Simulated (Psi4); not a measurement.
# SnH2O2 (SMILES [OH][Sn][OH]): levels of theory compared

Wanted: a comparison of 3 runs (MP2/def2-SVP, CCSD/def2-SVP, CCSD(T)/def2-SVP) of SnH2O2. 

Program for the calculation: Psi4 1.11.

2 further runs of the same task are left out: 2 set aside as unsound or not needed.

### 1 The structure to begin with

The species is SnH2O2 (5 atoms), meant as a singlet with charge 0. SMILES: `[OH][Sn][OH]`. The Sn2–O3 distance was set to 4.326 Å, away from the relaxed value. At this shape a bond of the SMILES string is far longer than usual.

Bond lengths: O1–Sn2 1.987 Å, O1–H4 0.960 Å, O3–H5 0.964 Å. Angles: Sn2–O1–H4 116.9°.

### 2 A single-point energy at MP2/def2-SVP (core potential) (run 1)

Input file h2o2sn.xyz:

```xyz
5
H2O2Sn
O     -3.042928    -0.958375    -0.416037
Sn    -2.212328    -2.080075     0.998663
O      1.561800     0.002900     0.636100
H     -3.959828    -1.141775    -0.633637
H      1.527200     0.695100    -0.033300
```

Input file h2o2sn_ase.py:

```python
import numpy as np
from ase.calculators.psi4 import Psi4
from ase.io import read

mol = read('h2o2sn.xyz')
calc = Psi4(atoms=mol, method='mp2', basis='def2-SVP', memory='1600MB', num_threads=1, charge=0, multiplicity=1, label='h2o2sn')
calc.psi4.set_options({'puream': True, 'e_convergence': 1e-09, 'd_convergence': 1e-08, 'scf_type': 'pk', 'num_frozen_docc': 6, 'mp2_type': 'conv'})
mol.calc = calc

print(f'energy: {mol.get_potential_energy():.6f} eV')
```

Started as:

```
$ python h2o2sn_ase.py
```

h2o2sn.dat:

```text
[...]
    !!!  WARNING: ECP capability is in beta. Please check occupations closely.  !!!
[...]
  Running in c1 symmetry.
[...]
  Nuclear repulsion =   92.887473843400130
[...]
  Multiplicity = 1
[...]
  Nalpha       = 20
  Nbeta        = 20
[...]
    Number of basis functions: 64
[...]
   @RHF iter   1:  -363.60800947692024   -2.40741e+00   1.28982e-02 ADIIS/DIIS
[...]
   @RHF iter  17:  -363.92280131093878   -2.72848e-12   7.47643e-09 DIIS
[...]
    Orbital Energies [Eh]
    ---------------------
    Doubly Occupied:
       1A    -20.593041     2A    -20.375082     3A     -5.978555
       4A     -4.168657     5A     -4.165914     6A     -4.160003
       7A     -1.443193     8A     -1.434066     9A     -1.433738
      10A     -1.428146    11A     -1.424969    12A     -1.309300
      13A     -1.066327    14A     -0.724898    15A     -0.606387
      16A     -0.536225    17A     -0.480978    18A     -0.436131
      19A     -0.309739    20A     -0.223684
[...]
  @RHF Final Energy:  -363.92280131093878
   => Energetics <=
    Nuclear Repulsion Energy =             92.8874738434001301
    One-Electron Energy =                -769.0224820522569189
    Two-Electron Energy =                 312.2122068979180085
    Total Energy =                       -363.9228013109387803
[...]
 Multipole Moments:
 ------------------------------------------------------------------------------------
     Multipole            Electronic (a.u.)      Nuclear  (a.u.)        Total (a.u.)
 ------------------------------------------------------------------------------------
 L = 1.  Multiply by 2.5417464519 to convert [e a0] to [Debye]
 Dipole X            :        -28.6230872           24.1548377           -4.4682495
 Dipole Y            :        -30.8901413           28.4523258           -2.4378155
 Dipole Z            :         17.0249640          -16.6228015            0.4021624
 Magnitude           :                                                    5.1058723
[...]
	SCS-MP2 Total Energy (a.u.)        :  -364.43815522792300
	SOS-MP2 Total Energy (a.u.)        :  -364.43452795736431
	SCSN-MP2 Total Energy (a.u.)       :  -364.14979304511371
[...]
	SOS-PI-MP2 Total Energy (a.u.)     :  -364.47389154555088
[...]
	MP2 Total Energy (a.u.)            :  -364.44540976904028
[...]
```

The script printed:

```text
energy: -9917.064730 eV
```

Wall time 4.8 s (1 thread of Intel Xeon Platinum 8259CL at 2.50GHz (Skylake/Cascade Lake), shared host); peak memory 0.27 GiB.

### 3 The energy at CCSD/def2-SVP (core potential) (run 2)

Input file calc.inp:

```
memory 1600 mb

molecule system {
  0 1
  O     -3.042928    -0.958375    -0.416037
  Sn    -2.212328    -2.080075     0.998663
  O      1.561800     0.002900     0.636100
  H     -3.959828    -1.141775    -0.633637
  H      1.527200     0.695100    -0.033300
  symmetry c1
}

set basis def2-SVP
set reference rhf
set puream true
set e_convergence 1e-09
set d_convergence 1e-08
set scf_type pk
set num_frozen_docc 6

energy_value, wavefunction = energy("ccsd", return_wfn=True)
```

Started as:

```
$ psi4 -i calc.inp -o calc.out -n 1
```

calc.out:

```text
[...]
    !!!  WARNING: ECP capability is in beta. Please check occupations closely.  !!!
[...]
  Running in c1 symmetry.
[...]
  Nuclear repulsion =   92.887473843400130
[...]
  Multiplicity = 1
[...]
  Nalpha       = 20
  Nbeta        = 20
[...]
    Number of basis functions: 64
[...]
   @RHF iter   1:  -363.60800947692036   -2.40741e+00   1.28982e-02 ADIIS/DIIS
[...]
   @RHF iter  17:  -363.92280131093906   -2.84217e-12   7.47643e-09 DIIS
[...]
    Orbital Energies [Eh]
    ---------------------
    Doubly Occupied:
       1A    -20.593041     2A    -20.375082     3A     -5.978555
       4A     -4.168657     5A     -4.165914     6A     -4.160003
       7A     -1.443193     8A     -1.434066     9A     -1.433738
      10A     -1.428146    11A     -1.424969    12A     -1.309300
      13A     -1.066327    14A     -0.724898    15A     -0.606387
      16A     -0.536225    17A     -0.480978    18A     -0.436131
      19A     -0.309739    20A     -0.223684
[...]
  @RHF Final Energy:  -363.92280131093906
   => Energetics <=
    Nuclear Repulsion Energy =             92.8874738434001301
    One-Electron Energy =                -769.0224820522573737
    Two-Electron Energy =                 312.2122068979181790
    Total Energy =                       -363.9228013109390645
[...]
 Multipole Moments:
 ------------------------------------------------------------------------------------
     Multipole            Electronic (a.u.)      Nuclear  (a.u.)        Total (a.u.)
 ------------------------------------------------------------------------------------
 L = 1.  Multiply by 2.5417464519 to convert [e a0] to [Debye]
 Dipole X            :        -28.6230872           24.1548377           -4.4682495
 Dipole Y            :        -30.8901413           28.4523258           -2.4378155
 Dipole Z            :         17.0249640          -16.6228015            0.4021624
 Magnitude           :                                                    5.1058723
[...]
      * MP2 total energy                      = -364.445409769040282
[...]
      * CCSD total energy                     = -364.474438786566736
[...]
```

It took 34 s on 1 thread of Intel Xeon Platinum 8259CL at 2.50GHz (Skylake/Cascade Lake), shared host; peak memory 0.3 GiB.

### 4 A single-point energy at CCSD(T)/def2-SVP (core potential) (run 3)

Input file h2o2sn.inp:

```
memory 1600 MB

molecule geom {
  O
  Sn 1 R2
  O 2 R3 1 A3
  H 1 R4 2 A4 3 D4
  H 3 R5 2 A5 1 D5

  R2 = 1.987331
  R3 = 4.326
  A3 = 91.90239
  R4 = 0.960047
  A4 = 116.91622
  D4 = 179.97582
  R5 = 0.963553
  A5 = 111.88835
  D5 = 0.00126
  symmetry c1
}

set globals {
  basis def2-SVP
  puream true
  e_convergence 1e-09
  d_convergence 1e-08
  scf_type pk
  num_frozen_docc 6
}

energy('ccsd(t)')
```

Started as:

```
$ psi4 -i h2o2sn.inp -o h2o2sn.out -n 1
```

h2o2sn.out:

```text
[...]
    !!!  WARNING: ECP capability is in beta. Please check occupations closely.  !!!
[...]
  Running in c1 symmetry.
[...]
  Nuclear repulsion =   92.887470701840556
[...]
  Multiplicity = 1
[...]
  Nalpha       = 20
  Nbeta        = 20
[...]
    Number of basis functions: 64
[...]
   @RHF iter   1:  -363.62399196665098   -2.29086e+00   1.24592e-02 DIIS/ADIIS
[...]
   @RHF iter  17:  -363.92280132634255   -2.84217e-12   5.88548e-09 DIIS
[...]
    Orbital Energies [Eh]
    ---------------------
    Doubly Occupied:
       1A    -20.593041     2A    -20.375082     3A     -5.978555
       4A     -4.168657     5A     -4.165914     6A     -4.160003
       7A     -1.443193     8A     -1.434066     9A     -1.433738
      10A     -1.428146    11A     -1.424969    12A     -1.309300
      13A     -1.066327    14A     -0.724898    15A     -0.606387
      16A     -0.536225    17A     -0.480978    18A     -0.436131
      19A     -0.309739    20A     -0.223684
[...]
  @RHF Final Energy:  -363.92280132634255
   => Energetics <=
    Nuclear Repulsion Energy =             92.8874707018405559
    One-Electron Energy =                -769.0224756830423303
    Two-Electron Energy =                 312.2122036548591950
    Total Energy =                       -363.9228013263425510
[...]
 Multipole Moments:
 ------------------------------------------------------------------------------------
     Multipole            Electronic (a.u.)      Nuclear  (a.u.)        Total (a.u.)
 ------------------------------------------------------------------------------------
 L = 1.  Multiply by 2.5417464519 to convert [e a0] to [Debye]
 Dipole X            :          0.0002254           -0.0004765           -0.0002510
 Dipole Y            :         41.8791858          -36.7774416            5.1017442
 Dipole Z            :         17.5916153          -17.7968602           -0.2052450
 Magnitude           :                                                    5.1058711
[...]
      * MP2 total energy                      = -364.445409777776433
[...]
      * CCSD total energy                     = -364.474438793398633
[...]
      * CCSD(T) total energy                  = -364.574137926770788
[...]
```

It took 37 s on 1 thread of Intel Xeon Platinum 8259CL at 2.50GHz (Skylake/Cascade Lake), shared host; peak memory 0.3 GiB.

### 5 All runs side by side

```
run                              level  mp2 type  energy (Eh)  HOMO energy (eV)  LUMO energy (eV)  HOMO–LUMO gap (eV)  wall time
  1      MP2/def2-SVP (core potential)      conv  -364.445410             -6.09             -1.58                4.51      4.8 s
  2     CCSD/def2-SVP (core potential)         –  -364.474439             -6.09             -1.58                4.51       34 s
  3  CCSD(T)/def2-SVP (core potential)         –  -364.574138             -6.09             -1.58                4.51       37 s
```

### 6 What came out

```
                                          quantity          value
                               run 3: total energy  -364.57414 Eh
        run 3: HOMO energy (Hartree–Fock orbitals)       -6.09 eV
        run 3: LUMO energy (Hartree–Fock orbitals)       -1.58 eV
      run 3: HOMO–LUMO gap (Hartree–Fock orbitals)        4.51 eV
run 3: correlation energy (6 core orbitals frozen)     -651.3 mEh
                             run 3: (T) correction     -99.70 mEh
                              run 3: T1 diagnostic          0.096
```

**Reading.** In runs 2, 3 the T1 diagnostic is large, so a single reference may not serve. In runs 1, 2, 3 a closed-shell determinant meets a far-stretched bond, which it describes badly. All runs together took 76 s, the longest 37 s.
